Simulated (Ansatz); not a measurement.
# FGaH4OSSi: one species, many methods

An exercise on one series of results from a longer session: the logs are not shown, and one member is left open.

Method: functionals in def2-TZVPP, the program's frozen cores in correlated methods; program: Ansatz 0.2.0, Gaussian basis.

Plan: LDA (SPW92), PBE-D4, revPBE-D4, BLYP-D4, r2SCAN-D4, B97M-V, PBE0-D4, B3LYP-D4, r2SCANh-D4, r2SCAN0-D4, HSE06-D4, BHLYP-D4, CAM-B3LYP-D4, LC-ωPBE, ωB97X-V, ωB97M-V, B2PLYP, PBE-QIDH; CCSD(T)/def2-SVP; CCSD(T)/def2-TZVPP; MP2/def2-QZVPP; extrapolation to the limit; RPA on PBE.

### The geometry

An earlier PBE0-D4 in a triple-zeta def2 set relaxation fixed the geometry.

SMILES `F[SiH](S)[O][GaH2]`, 9 atoms, charge 0, spin multiplicity 1.

Atoms are counted from 1 here; the program's logs count them from 0.

Bond lengths: F1–Si2 1.587 Å, Si2–S3 2.209 Å, Si2–O4 1.585 Å, Si2–H6 1.473 Å, S3–H7 1.345 Å, O4–Ga5 1.885 Å, Ga5–H8 1.560 Å, Ga5–H9 1.558 Å. Angles: F1–Si2–S3 104.0°, F1–Si2–O4 115.0°, F1–Si2–H6 107.6°, S3–Si2–O4 101.7°, S3–Si2–H6 110.8°, O4–Si2–H6 116.9°, Si2–S3–H7 93.0°, Si2–O4–Ga5 108.1°, O4–Ga5–H8 112.4°, O4–Ga5–H9 113.2°, H8–Ga5–H9 130.2°.

Set-up of the first run:

Contents of in.yaml:

```yaml
crystal:
  periodic: [false, false, false]
  atoms:
    - {symbol: F, position_ang: [-1.554555, 0.579715, 1.934271]}
    - {symbol: Si, position_ang: [-0.745399, 0.881927, 0.603129]}
    - {symbol: S, position_ang: [1.276277, 0.093824, 1.014507]}
    - {symbol: O, position_ang: [-1.177980, 0.017307, -0.653481]}
    - {symbol: Ga, position_ang: [0.157552, -1.276347, -0.962351]}
    - {symbol: H, position_ang: [-0.710506, 2.343855, 0.425600]}
    - {symbol: H, position_ang: [1.859251, 0.937407, 0.143966]}
    - {symbol: H, position_ang: [1.063671, -0.917811, -2.180462]}
    - {symbol: H, position_ang: [-0.168311, -2.659877, -0.325169]}
basis:
  gaussian: {orbitals: def2-TZVPP}
hamiltonian: {xc: lda}
output: {orbitals: {seedname: orbitals}}
```

On the command line:

```bash
$ ansatz run in.yaml --threads 4 --pin off --events-out ev --progress --plain --max-ram 10444MiB
```

Steps of the session up to this table: LDA; PBE-D4 (GGA); revPBE-D4 (GGA); BLYP-D4 (GGA); r2SCAN-D4 (meta-GGA); B97M-V (meta-GGA); PBE0-D4 (hybrid); B3LYP-D4 (hybrid); r2SCANh-D4 (hybrid); r2SCAN0-D4 (hybrid); HSE06-D4 (hybrid); BHLYP-D4 (hybrid); CAM-B3LYP-D4 (range-separated); LC-ωPBE (range-separated); ωB97X-V (range-separated); ωB97M-V (range-separated); B2PLYP (double hybrid); PBE-QIDH (double hybrid).

One of the session's tables, all rows but one given; the rest of the session is left out.

It belongs to the step «Orbital energies across the functionals». 

| functional | HOMO (eV) | gap (eV) |
| --- | --- | --- |
| LDA (SPW92) | -7.14 | 5.52 |
| PBE-D4 | -7.04 | 5.70 |
| revPBE-D4 | ? | ? |
| BLYP-D4 | -6.94 | 5.68 |
| r2SCAN-D4 | -7.38 | 6.37 |
| B97M-V | -7.48 | 6.28 |
| PBE0-D4 | -8.40 | 7.86 |
| B3LYP-D4 | -8.19 | 7.41 |
| r2SCANh-D4 | -7.88 | 7.16 |
| r2SCAN0-D4 | -8.62 | 8.30 |
| HSE06-D4 | -7.99 | 7.09 |
| BHLYP-D4 | -9.67 | 9.91 |
| CAM-B3LYP-D4 | -9.80 | 10.16 |
| LC-ωPBE | -11.17 | 12.68 |
| ωB97X-V | -10.82 | 12.20 |
| ωB97M-V | -10.66 | 11.76 |

Q: Estimate the row for revPBE-D4 from the others.

The run gave: HOMO (eV): -7.00; gap (eV): 5.76. In the column «HOMO (eV)» it lies between PBE-D4 (-7.04) and BLYP-D4 (-6.94).
